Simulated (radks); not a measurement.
**Ca²⁺ with its nuclear charge varied continuously**

What is the energy between the elements? 18 electrons are held in [Ar] while Z is changed in small steps.

The numbers are computed with radks (a radial shooting solver on a logarithmic mesh, Libxc functionals) version 1 (scalar-relativistic Kohn-Sham, r2SCAN, spin-polarised, spherical densities, finite nucleus), except any that are marked as measured or tabulated.

## 1. The atom as given

| Quantity | Value |
| --- | --- |
| element | calcium (Z = 20) |
| charge | +2 |
| electrons | 18 |
| configuration | [Ar] |
| nuclear rms radius | 3.4776 fm |

Outer shells as boxes (Hund's rule):

Ca²⁺
```
[Ne] core
3s [↑↓]
3p [↑↓][↑↓][↑↓]
```

## 2. Z = 20

The run's settings:

```text
Z 20
configuration [Ar]
relativity scalar-relativistic
functional r2scan,r2scan
spin polarised
nucleus finite rms 3.4776 fm
c 137.035999084
```

## 3. Z = 19.5

Changes since step 2:

```diff
@@ -1,2 +1,2 @@
-Z 20
+Z 19.5
 configuration [Ar]
```

## 4. Z = 20.5

Changes since step 3:

```diff
@@ -1,2 +1,2 @@
-Z 19.5
+Z 20.5
 configuration [Ar]
```

## 5. Z = 21

Changes since step 4:

```diff
@@ -1,2 +1,2 @@
-Z 20.5
+Z 21
 configuration [Ar]
```

Q: Predict the outcome of this session. Wanted: for each run, Z; E; E(electron-nucleus)/Z; highest level; its energy; <r>.

As calculated:

```
   Z  E (hartree)  E(electron-nucleus)/Z (hartree)  highest level  its energy (eV)  <r> (bohr)
19.5   -640.36525                         -77.7096             3p          -34.189       1.334
  20   -679.86583                         -80.2205             3p          -43.765       1.257
20.5   -720.62370                         -82.7317             3p          -54.179       1.189
  21   -762.63926                         -85.2437             3p          -65.418       1.129
```

What this shows: At Z = 20 the central difference of E is -80.258 hartree, against -80.221 from the Hellmann-Feynman theorem; the scalar-relativistic energy here is not variational, so the two differ by a part that grows with Z. The top level goes from -34.189 eV at Z = 19.5 to -65.418 eV at Z = 21.
